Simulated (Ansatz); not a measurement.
# HfH (doublet): wave-function methods side by side, def2-TZVP

The task here is to estimate one member of a computed series from the others.

Program: Ansatz 0.2.0, Gaussian basis. Level of theory: def2-TZVP, core rule «outside noble gas», up to 4 orbitals frozen. These are calculated values, not measurements.

To be run: UHF; CCSD(T) on ROHF; CCSD(T) on UHF; CISD; CCSDT(Q) on ROHF; CCSDT(Q) on UHF; Full CI.

19 further runs of the same task are left out: 9 for a known fault of the program, 6 that didn't finish, 4 set aside as unsound or not needed.

**The geometry**

The geometry is a PBE0/def2-TZVP stationary point (not a proven minimum). No spin-orbit coupling is included. Elements past krypton take def2 core potentials.

2 atoms, charge 0, spin multiplicity 2.

Atoms are counted from 1 here; the program's logs count them from 0.

Bond lengths: Hf1–H2 1.832 Å.

Set-up of the first run:

Contents of in.yaml:

```yaml
crystal:
  periodic: [false, false, false]
  atoms:
    - {symbol: Hf, position_ang: [0.000000, 0.000000, 0.000000]}
    - {symbol: H, position_ang: [0.000000, 0.000000, 1.831618]}
basis:
  gaussian: {orbitals: def2-TZVP}
magnetization: {spin_polarized: true, initial_magnetization: 1}
hamiltonian: {xc: hf}
output: {orbitals: {seedname: orbitals}}
```

Run with:

```console
$ ansatz run in.yaml --threads 1 --pin off --events-out ev --progress --plain --max-ram 2393MiB
```

Steps of the session up to this table: UHF; CCSD(T) on ROHF; CCSD(T) on UHF; CISD; CCSDT(Q) on ROHF; CCSDT(Q) on UHF; Full CI.

One table of the session follows, with a row left open; its other results are not shown here.

| method | from FCI (meV) |
| --- | --- |
| ROHF | +2525.0 |
| RMP2 | +743.8 |
| CISD | +242.2 |
| RCCSD | +129.3 |
| RCCSD(T) | ? |
| RCCSDT | +4.6 |
| RCCSDT(Q) | +0.8 |
| FCI | 0 |

**Question.** Estimate the row for RCCSD(T).

The run gave: from FCI (meV): +43.6. In the column «from FCI (meV)» it lies between RCCSDT (+4.6) and RCCSD (+129.3).

Left out of the table: UHF, UMP2, UCCSD, UCCSD(T), UCCSDT, UCCSDT(Q) (another determinant or state than the rows shown).
